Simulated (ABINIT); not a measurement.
Crystal: Y2Ge3.

```
CELL_PARAMETERS angstrom
4.39243 0.00000 0.00000
-2.19621 3.80395 0.00000
0.00000 0.00000 7.10729
ATOMIC_POSITIONS crystal
Y 0.00000 0.00000 0.27007
Y 0.00000 0.00000 0.72993
Ge 0.66667 0.33333 0.00000
Ge 0.66667 0.33333 0.50000
Ge 0.33333 0.66667 0.00000
```

The cell comes from a database or a generator and needn't be the stable form of this composition.

```yaml
Program: ABINIT 10.8.3 (patched build)
Task: single point
Functional: PBE
Potentials_or_basis: JTH PAW PBE v2.0
Cutoff: 599 eV
k_mesh: 7 × 7 × 4
Occupations: fermi-dirac, width 0.05 eV
Spin: no spin polarisation
```

On this cell: pressure 0.1 GPa; largest force 0.144 eV/Å; band gap on the k mesh none (metal or under the smearing width).

The same run follows on a disturbed copy (atoms moved at random, drawn with an rms of 0.05 Å):

```
Y Ge
1.0
     4.39243    0.00000    0.00000
    -2.19621    3.80395    0.00000
     0.00000    0.00000    7.10729
Y Ge
2 3
Cartesian
  -0.0044 0.0204 1.8735
  0.0117 0.0235 5.1503
  2.1574 1.3504 -0.0077
  2.1568 1.2649 3.6008
  -0.0614 2.5145 -0.0144
```

Question: What does the disturbed cell give?

Answer: The energy (extrapolated to zero smearing) moves by +10.9 meV/atom; pressure 0.3 GPa; largest force 0.535 eV/Å; band gap on the k mesh none (metal or under the smearing width).

Forces on the atoms (eV/Å):
```
Y   -0.141  0.004  0.104
Y   -0.217 -0.033  0.334
Ge  -0.062 -0.530 -0.042
Ge   0.191  0.097 -0.347
Ge   0.228  0.461 -0.050
```

Stress tensor (GPa, compression positive):
```
 1.38  0.44 -0.09
 0.44 -0.41 -0.05
-0.09 -0.05 -0.14
```
